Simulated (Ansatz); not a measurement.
Runs of Ansatz 0.2.0 on CsLiCr2Te2S3. The typed cell holds 18 atoms: a = 3.675 Å, b = 6.258 Å, c = 18.879 Å, α = 89.93°, β = 89.72°, γ = 90.00°. The cell was built by a generator and needn't be a form met in nature.

| task | level | cell | k mesh | points for each segment of the path | gap on the mesh (eV) | pressure (GPa) | moment (μB) | relaxed volume (Å³/atom) | largest force (eV/Å) |
| --- | --- | --- | --- | --- | --- | --- | --- | --- | --- |
| relaxation of cell and atoms | RPBE | relaxed | 5 × 3 × 1 | - | none | 0.0 | 11.39 | 27.19 | - |
| band structure | RPBE | as given | 7 × 5 × 2 | 10 | none | 2.1 | (a) | - | 0.16 |
| relaxation of cell and atoms | PBEsol | relaxed | 5 × 3 × 1 | - | none | 0.0 | (c) | 22.12 | 0.01 |
| band structure | PBEsol | as given | 7 × 5 × 2 | 10 | none | -2.8 | 11.43 | - | (b) |

Alike in all rows: potentials or basis Ansatz PAW; spin collinear, ferromagnetic start; cutoff (eV) 420; smearing fermi-dirac 0.05 eV.

Question: Fill in the values left out.

Answer: (a) 11.49; (b) 0.34; (c) 11.28.

Caveats: only a ferromagnetic start was run, and an antiferromagnetic order may lie lower in energy; the PAW data sets come from PBE, with cores solved anew for the run's functional, which leaves a small shift of forces and pressure; the plane-wave basis is chosen anew once the cell has moved, so the energies of steps on either side of that aren't comparable (some runs); spin-orbit coupling is left out, which moves the levels of the heavy elements (some runs).

A k mesh can miss the band edges, and the runs leave out spin-orbit coupling on Cs, Te.

A gap of «none» marks a metal or a gap under the smearing width.

Runs at the PBE level aren't shown here.
